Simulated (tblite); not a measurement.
# C4H12AlClO2: the cost of one run

Programs: tblite 0.8.0 and PySCF 2.14.0, with density-fitted response routines of our own. Each step states its level of theory. These are calculated values for one molecule in the gas phase, unless marked as measured. Atoms count from 0, in the outputs and in this text.

### Step 1. The molecule as given

20 atoms, charge 0, multiplicity 1; geometry from: force field or distance geometry start.

Bonds of the start (Å): C0–O1 1.42, O1–C2 1.37, C2–O3 1.39, O3–C4 1.39, O3–Al5 1.82, Al5–C6 2.00, C6–Cl7 1.77, C0–H8 1.10, C0–H9 1.10, C0–H10 1.12, C2–H11 1.12, C2–H12 1.12, C4–H13 1.13, C4–H14 1.12, C4–H15 1.10, Al5–H16 1.61, Al5–H17 1.60, C6–H18 1.09, C6–H19 1.12.

### Step 2. Relaxing the molecule with GFN2-xTB

The job: settings as JSON, then the geometry in Å.

```
{"job": {"kind": "relax", "xc": "GFN2-xTB", "basis": "xTB"}, "charge": 0, "multiplicity": 1}
C      2.542300    -1.117200     0.015900
O      1.506200    -0.253900     0.457200
C      0.792100     0.037200    -0.677200
O     -0.285000     0.890700    -0.459300
C      0.240400     2.060400     0.078300
Al    -1.618600     0.162300     0.545200
C     -2.610900    -1.287200    -0.403100
Cl    -3.147300    -0.730300    -1.992600
H      2.163300    -2.042100    -0.446900
H      3.277400    -1.259300     0.815000
H      3.063900    -0.584400    -0.824700
H      0.541700    -0.861900    -1.290000
H      1.491300     0.633400    -1.316400
H      0.967100     2.552900    -0.637500
H      0.856100     1.774300     0.963400
H     -0.565700     2.769200     0.321400
H     -2.669600     1.349400     0.843400
H     -1.147300    -0.391500     1.967900
H     -1.890900    -2.085800    -0.562900
H     -3.511800    -1.605500     0.190200
```

On the command line:

```sh
OMP_NUM_THREADS=1 python probes_run.py task.json out
```

The driver reads the jobs from task.json and runs them one after another.

**Question.** How long does this first job take on 1 thread of Arm Neoverse V1, shared host, and how much memory does it need?

About 2.3 s, with a peak of 0.17 GiB.
